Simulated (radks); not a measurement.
**Lu⁴⁺ in [Xe] 4f13: an all-electron calculation**

Aim: the levels, the sizes of the orbitals and the parts of the energy of the lutetium ion Lu4+.

The numbers are computed with radks (a radial shooting solver on a logarithmic mesh, Libxc functionals) version 1 (Dirac Kohn-Sham, PBE, spin-unpolarised, spherical densities, finite nucleus; open shells fill j = l - 1/2 first), except any that are marked as measured or tabulated.

**1. What is computed**

```
element            : lutetium (Z = 71)
charge             : +4
electrons          : 67
configuration      : [Xe] 4f13
nuclear rms radius : 5.37 fm
```

**2. The calculation**

The run's settings:

```text
Z 71
configuration [Xe] 4f13
relativity Dirac
functional pbe,pbe
spin unpolarised
j_filling energy
nucleus finite rms 5.37 fm
c 137.035999084
```

Run with:

```bash
> python run_ks.py task.json out
```

This one command runs every case of the session in turn.

What does the calculation give?

As calculated:

| quantity | value |
| --- | --- |
| total energy | -14576.0211 hartree |
| exchange-correlation share of it | 2.06 % |
| −T/E | 1.1144 |
| highest occupied level | 4f7/2, -56.721 eV |
| most extended occupied level | 5p3/2, <r> = 1.35 bohr |
| radius at density 0.001 e/bohr³ | 2.91 bohr |
| maxima of the radial density | 4 |
| ionisation energy, NIST | 66.8 (semi-emp.) eV |

What this shows: The radial density shows 4 maxima for 5 occupied principal shells; where shells overlap, one shows as a shoulder or not at all. −T/E is 1.114: with relativity the kinetic term as defined here no longer equals −E. Minus the highest eigenvalue, 56.721 eV, is 85 % of the tabulated ionisation energy (66.8 eV); the potential of a semilocal functional falls off too fast, so its top eigenvalue is too shallow. Spin polarisation and multiplet splitting are left out.
